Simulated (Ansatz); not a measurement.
# AgOs9Ru2Pt3Au: the cost of one run

Method: DFT PBE, scalar-relativistic, plane waves, PAW, in Ansatz 0.2.0.

### Step 1. The system as given

The cell holds 16 atoms (AgAuOs9Pt3Ru2): a = 6.770 Å, b = 6.770 Å, c = 6.770 Å, α = 109.47°, β = 109.47°, γ = 109.47°.

The sites of an ideal fcc lattice, at a guessed lattice constant, take 3 Pt, 2 Ru, 1 Au, 1 Ag, 9 Os (sublattices apart by semicolons), with a shake of 0.02 Å. Warren-Cowley parameters of the first shell (negative: unlike neighbours preferred): Ag-Au +1.00, Ag-Os -0.33, Ag-Pt +0.11, Ag-Ru +0.33, Au-Os -0.33, Au-Pt +0.11. In a cell this small the draw can fall short of the order aimed at.

Structure file:

```
CELL_PARAMETERS angstrom
-3.90888 3.90888 -3.90888
3.90888 3.90888 3.90888
3.90888 -3.90888 -3.90888
ATOMIC_POSITIONS crystal
Ru 0.50186 0.00125 0.49570
Ru 0.50155 0.25099 0.25479
Ag 0.00154 0.00108 0.99722
Os 0.25696 0.00791 0.75206
Os 0.00024 0.24420 0.75365
Os 0.24039 0.24653 0.49099
Os 0.50133 0.75301 0.75416
Os 0.75142 0.99809 0.25481
Os 0.74758 0.74710 0.49299
Os 0.00765 0.75292 0.25280
Os 0.74746 0.24158 0.99362
Os 0.24915 0.75269 0.00294
Pt 0.74771 0.49948 0.75007
Pt 0.99832 0.50338 0.49946
Pt 0.25398 0.50010 0.25269
Au 0.49603 0.49583 0.99459
```

### Step 2. Relaxation without symmetry, coarse mesh

Cell and atoms move without symmetry, on a coarse mesh with loose thresholds.

input.yaml reads:

```yaml
crystal:
  lattice:
    - [-3.90887744, 3.90887744, -3.90887744]
    - [3.90887744, 3.90887744, 3.90887744]
    - [3.90887744, -3.90887744, -3.90887744]
  atoms:
    - { symbol: Ru, position: [0.5018627444, 0.0012536983, 0.4957035616] }
    - { symbol: Ru, position: [0.5015489236, 0.2509907525, 0.254792755] }
    - { symbol: Ag, position: [0.0015386603, 0.0010780333, 0.997218354] }
    - { symbol: Os, position: [0.256958679, 0.0079096936, 0.7520601188] }
    - { symbol: Os, position: [0.0002401863, 0.2442027974, 0.7536453174] }
    - { symbol: Os, position: [0.2403863111, 0.2465345664, 0.4909878791] }
    - { symbol: Os, position: [0.5013335415, 0.7530135946, 0.7541600826] }
    - { symbol: Os, position: [0.7514245569, 0.9980928212, 0.2548068625] }
    - { symbol: Os, position: [0.7475763692, 0.7470990014, 0.4929878576] }
    - { symbol: Os, position: [0.007645114, 0.7529151925, 0.2527996518] }
    - { symbol: Os, position: [0.7474637038, 0.2415753405, 0.993624238] }
    - { symbol: Os, position: [0.2491493261, 0.7526855252, 0.0029386233] }
    - { symbol: Pt, position: [0.7477054863, 0.4994803401, 0.7500693408] }
    - { symbol: Pt, position: [0.9983226115, 0.5033797628, 0.4994626072] }
    - { symbol: Pt, position: [0.2539780969, 0.5000994234, 0.2526868463] }
    - { symbol: Au, position: [0.4960280043, 0.4958273054, 0.9945869377] }
  symmetry: { detect: false }
basis:
  ecutwfc: 420
kpoints:
  mp_grid: { grid: [3, 3, 3], shift: [0.0, 0.0, 0.0] }
hamiltonian:
  xc: pbe
scf:
  occupations: { method: gaussian, width: 0.1 }
  lower_state_search: "off"
output:
  forces: true
  stress: true
  eigenvalues: true
relax:
  adjacent_minimum: "off"
  f_tol: 0.04
  max_steps: 50
  cell: { stress_tol: 0.3 }
```

Launch:

```bash
$ ansatz run input.yaml --threads 4 --pin off --max-ram 9216MiB --backend cpu --events-out ev --progress --plain --runs-dir out
```

What time and memory should one allow on 4 threads of Intel Xeon Platinum 8488C (Sapphire Rapids), shared host?

About 83 s, with a peak of 1.5 GiB.
